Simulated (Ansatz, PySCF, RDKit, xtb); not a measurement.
# CH2NSn: from the formula to a structure

Given the formula CH2NSn (odd number of electrons) and nothing else, which arrangement of the atoms is the most stable in the gas at 400 K, and what are its properties?

The funnel: GFN2-xTB relaxations, single points with a density functional, relaxations at B3LYP-D3(BJ)/def2-SVP, harmonic vibrations, and a last energy at a higher level. All values are calculated.

7 further runs of the same task are left out: 7 set aside as unsound or not needed.

**1. Candidates**

A program enumerates the bonding patterns with one Lewis structure each (two rings at most, one unusual centre or charged pair), with their diastereomers. O–O, O–halogen and N–halogen bonds and N–N–N chains are not drawn. That gives 19 candidates.

c016 [CH+]=[SnH-]=[N]; c061 [C]1=[N][SnH2]1; c096 [CH]=[N][SnH]; c140 [CH2][Sn]#[N]; c206 [CH]1=[N][SnH]1; c234 N=[C]=[SnH]; c250 [C]#[Sn][NH2]; c286 [C]1=[SnH][NH]1; c323 N[C]#[Sn]; c332 [C]1=[Sn-][NH2+]1; c436 N#[C][SnH2]; c492 [N]=[CH][SnH]; c537 [C+]#[SnH-][NH]; c602 [CH]=[Sn]=[NH]; c681 [C]#[N+][SnH2-]; c705 [CH2][N]=[Sn]; c786 [NH][CH]=[Sn]; c788 [CH2]1[N]=[Sn]1; c922 [CH]1=[Sn][NH]1.

Candidates are built by distance geometry, with a force field where one applies, in up to four conformers (letters a to d). 10 starts with atoms placed at random are added, to find patterns that the rules miss.

Q: Predict the outcome of this search (final energies at CCSD(T)/def2-SVP).

| quantity | value |
| --- | --- |
| lowest structure found | [CH2][N]=[Sn], doublet, C2v |
| next finalist | [CH]1[NH][Sn]1 ‡, doublet, 13.2 kcal/mol higher in G |
| share at equilibrium, among the finalists | 100.0 % |
| harmonic wavenumbers, lowest and highest (B3LYP-D3(BJ)/def2-SVP) | 150 and 3028 cm⁻¹ |
| rotational constants, same geometry | 9.528, 0.09612, 0.09516 cm⁻¹ |
| dipole moment (PBE0/def2-TZVPD) | 0.17 D |
| HOMO energy (highest over α and β) (PBE0/def2-TZVPD) | -4.66 eV |
| LUMO energy (lowest over α and β) (PBE0/def2-TZVPD) | -2.10 eV |
| lowest excitation (TD-PBE0/def2-SVPD) | 0.97 eV (f = 0.000) |
| vertical ionisation energy (to the singlet cation) | 6.61 eV |
| vertical electron affinity | 0.41 eV |
| vertical quartet less doublet | +2.32 eV |

The search ends on `[CH2][N]=[Sn]`. Among the finalists first place is clear (13.2 kcal/mol); structures outside the list aren't covered. GFN2-xTB, r2SCAN-D4/def2-SVP, B3LYP-D3(BJ)/def2-SVP, HF/def2-SVP and MP2/def2-SVP already put its bonding pattern lowest among the structures in one piece; HF/STO-3G favours the doublet N#[C][SnH2] (c436b, not a finalist). Spin-orbit coupling, which matters for elements this heavy, is left out. The stability test raises a flag; for an open shell a flag towards a general spinor solution can be the free rotation of the spin. The search is not exhaustive (a finite list of starts, one conformer a finalist), so a lower isomer can't be ruled out.

‡ marks the bonded skeleton alone, with all bonds drawn single: no Lewis structure was assigned that passes a check against the bond lengths.
